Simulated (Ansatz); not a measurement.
**C3H6BNO: basis-set convergence**

An exercise on one series of results from a longer session: the logs are not shown, and one member is left open.

The runs use Ansatz 0.2.0, Gaussian basis; one geometry, several basis sets.

Plan: PBE0-D4/def2-SVP; ωB97M-V/def2-SVP; PBE0-D4/def2-QZVPP; ωB97M-V/def2-QZVPP; the functionals' def2-TZVPP values are taken from earlier runs.

### The relaxed structure

The geometry comes from an earlier relaxation with PBE0-D4 in a triple-zeta def2 set; it is a stationary point, not always the lowest conformer.

SMILES `BC(=C=N)OC`, 12 atoms, charge 0, spin multiplicity 1.

Atoms are counted from 1 here; the program's logs count them from 0.

Bond lengths: B1–C2 1.508 Å, B1–H7 1.195 Å, B1–H8 1.194 Å, C2–C3 1.338 Å, C2–O5 1.369 Å, C3–N4 1.211 Å, N4–H9 1.018 Å, O5–C6 1.406 Å, C6–H10 1.089 Å, C6–H11 1.098 Å, C6–H12 1.097 Å. Angles: C2–B1–H7 120.0°, C2–B1–H8 118.5°, H7–B1–H8 121.5°, B1–C2–C3 114.6°, B1–C2–O5 122.3°, C3–C2–O5 123.0°, C2–C3–N4 172.7°, C3–N4–H9 118.7°, C2–O5–C6 115.5°, O5–C6–H10 106.9°, O5–C6–H11 111.3°, O5–C6–H12 111.4°, H10–C6–H11 109.1°, H10–C6–H12 109.4°, H11–C6–H12 108.8°.

The first run:

The input, in.yaml:

```yaml
crystal:
  periodic: [false, false, false]
  atoms:
    - {symbol: B, position_ang: [-0.186704, -1.299709, -1.674347]}
    - {symbol: C, position_ang: [0.027475, -0.355154, -0.518821]}
    - {symbol: C, position_ang: [-0.734413, -0.603181, 0.552266]}
    - {symbol: N, position_ang: [-1.347855, -0.962402, 1.532293]}
    - {symbol: O, position_ang: [0.907400, 0.691889, -0.582935]}
    - {symbol: C, position_ang: [1.032576, 1.449621, 0.594944]}
    - {symbol: H, position_ang: [0.425433, -1.150027, -2.689298]}
    - {symbol: H, position_ang: [-0.975421, -2.187480, -1.546587]}
    - {symbol: H, position_ang: [-2.294752, -0.616124, 1.669521]}
    - {symbol: H, position_ang: [1.770216, 2.225151, 0.395332]}
    - {symbol: H, position_ang: [0.079390, 1.921444, 0.868060]}
    - {symbol: H, position_ang: [1.373556, 0.830673, 1.433572]}
basis:
  gaussian: {orbitals: def2-SVP}
hamiltonian: {xc: pbe0, dispersion: d4}
output: {orbitals: {seedname: orbitals}}
```

Started as:

```bash
> ansatz run in.yaml --threads 4 --pin off --events-out ev --progress --plain --max-ram 10444MiB
```

Steps of the session up to this table: PBE0-D4 in def2-SVP; ωB97M-V in def2-SVP; PBE0-D4 in def2-QZVPP; ωB97M-V in def2-QZVPP.

One of the session's tables, all rows but one given; the rest of the session is left out.

It belongs to the step «Density functionals: the series». 

| functional | basis | HOMO (eV) |
| --- | --- | --- |
| PBE0-D4 | def2-SVP | -6.38 |
| PBE0-D4 | def2-TZVPP | -6.52 |
| PBE0-D4 | def2-QZVPP | ? |
| ωB97M-V | def2-SVP | -8.46 |
| ωB97M-V | def2-TZVPP | -8.63 |
| ωB97M-V | def2-QZVPP | -8.66 |

Estimate the missing values for PBE0-D4, def2-QZVPP.

The run gave: HOMO (eV): -6.54. In the column «HOMO (eV)» it lies between ωB97M-V, def2-SVP (-8.46) and PBE0-D4, def2-TZVPP (-6.52).
